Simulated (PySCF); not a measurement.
# H12O4Si4Ti (Ti(OSiH3)4): the cost of one run

Programs: PySCF 2.14.0, with density-fitted response routines of our own. Each step states its level of theory. These are calculated values for one molecule in the gas phase, unless marked as measured. Atoms count from 0, in the outputs and in this text.

### Step 1. Starting geometry

21 atoms, charge 0, multiplicity 1; geometry from: GFN2-xTB. The atoms were then displaced at random by about 0.03 Å, so the start is not that level's minimum.

Bonds of the start (Å): Ti0–O1 1.71, Ti0–O6 1.71, Ti0–O11 1.83, Ti0–O16 1.70, O1–Si2 1.56, Si2–H3 1.46, Si2–H4 1.45, Si2–H5 1.53, O6–Si7 1.62, Si7–H8 1.48, Si7–H9 1.42, Si7–H10 1.47, O11–Si12 1.61, Si12–H13 1.52, Si12–H14 1.38, Si12–H15 1.56, O16–Si17 1.64, Si17–H18 1.46, Si17–H19 1.47, Si17–H20 1.51.

### Step 2. Geometry optimisation at PBE0-D3(BJ)/def2-SVP

The job: settings as JSON, then the geometry in Å.

```
{"job": {"xc": "PBE0", "basis": "def2-SVP", "d3": "d3bj", "grid": 1, "maxiter": 40, "shake": 0.03, "kind": "geom"}, "charge": 0, "multiplicity": 1}
Ti     0.021610    -0.104810     0.073060
O      0.148570    -0.187480     1.776770
Si     1.068900    -1.022580     2.727820
H      1.049720    -2.459180     2.487050
H      0.705730    -0.692750     4.091470
H      2.526200    -0.605700     2.510710
O      1.531280    -0.163920    -0.731530
Si     2.091910    -0.485860    -2.219190
H      1.659830    -1.872610    -2.502240
H      3.501130    -0.374550    -2.102530
H      1.449670     0.450170    -3.153490
O     -0.719120     1.526620    -0.283990
Si    -0.581420     3.082410     0.101210
H     -0.811100     3.208570     1.601190
H     -1.466460     3.813490    -0.657470
H      0.896940     3.486530    -0.161980
O     -1.082050    -1.261220    -0.513830
Si    -2.693280    -1.506400    -0.682800
H     -3.353240    -1.423690     0.618080
H     -2.884720    -2.866010    -1.221170
H     -3.246840    -0.525030    -1.686710
```

Command:

```sh
$ OMP_NUM_THREADS=2 python probes_run.py task.json out
```

The driver reads the jobs from task.json and runs them one after another.

**Question.** How long does this first job take on 2 threads of Intel Xeon Platinum 8259CL at 2.50GHz, shared host, and how much memory does it need?

About 12 min, with a peak of 1.4 GiB.
